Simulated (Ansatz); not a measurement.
KTe: a ladder of basis sets, run with Ansatz 0.2.0, Python API.

The script, `run_basis.py`:
```python
# -*- coding: utf-8 -*-
"""Basis-set convergence for KTe."""

from dataclasses import dataclass
import logging
import sys

import ansatz as az

logging.basicConfig(stream=sys.stdout, format="%(levelname)s %(message)s")
log = logging.getLogger("kte")
log.setLevel(logging.INFO)


@dataclass
class RunConfig:
    xc: str = "b3lyp"
    vdw: str = "d3bj"


cfg = RunConfig()

GEOMETRY = """
K     0.00000    0.00000    0.00000
Te    0.00000    0.00000    3.26500
"""

system = az.Crystal.molecule()
for line in GEOMETRY.strip().splitlines():
    symbol, *xyz = line.split()
    system = system.atom(symbol, [float(v) for v in xyz])

calc = (
    system.calculation()
    .functional(cfg.xc, dispersion=cfg.vdw)
    .spin("collinear", total=1)
)

energies = {}
for basis in ["def2-SVP", "def2-SVPD", "def2-TZVP", "def2-TZVPP"]:
    r = calc.basis(gaussian=basis).run(threads=1, backend="cpu").report
    size = r["n_frozen"] + r["n_occupied"][0] + r["n_virtual"][0]
    energies[basis] = (r["reference_energy_ev"] / 27.211386246, r["free_energy_ev"] / 27.211386246)
    log.info(f"{basis:14s} {size:4d} orbitals  reference {energies[basis][0]:14.6f} Ha  total {energies[basis][1]:14.6f} Ha")

last = energies["def2-TZVPP"][1]
for basis, (_, total) in energies.items():
    log.info(f"{basis:14s} lies {27.211386 * (total - last):9.4f} eV above def2-TZVPP")
```

How far does the total energy move along this ladder of basis sets?

Against def2-SVP: def2-SVPD -4.5 mHa, def2-TZVP -90.0 mHa and def2-TZVPP -90.0 mHa. The last step alone is +0.00 mHa (these two sets differ little on atoms other than hydrogen). From the first set to the last the time grows from 13.2 to 22.1 s.

What the script printed:

```console
$ python run_basis.py
INFO def2-SVP         50 orbitals  reference    -867.989828 Ha  total    -867.992529 Ha
INFO def2-SVPD        62 orbitals  reference    -867.994321 Ha  total    -867.997022 Ha
INFO def2-TZVP        83 orbitals  reference    -868.079816 Ha  total    -868.082517 Ha
INFO def2-TZVPP       83 orbitals  reference    -868.079816 Ha  total    -868.082517 Ha
INFO def2-SVP       lies    2.4487 eV above def2-TZVPP
INFO def2-SVPD      lies    2.3264 eV above def2-TZVPP
INFO def2-TZVP      lies    0.0000 eV above def2-TZVPP
INFO def2-TZVPP     lies    0.0000 eV above def2-TZVPP
```

The settings weren't tested for convergence. The geometry is a force-field or estimated start, not a minimum of this method, and the last set is no limit. Much of the fall in a total is atomic energy, which cancels in bond and reaction energies. def2 sets replace the cores of elements past krypton by effective core potentials. The species is open-shell (spin multiplicity 2). Total less reference energy is the dispersion correction. b3lyp holds the VWN-RPA fit, as in Gaussian; the form of ORCA and Turbomole is b3lyp5. The spin state was assumed, and another may lie lower. It ran for 75 s on 1 thread of Arm Neoverse N1 (shared host), peak memory 0.28 GiB.
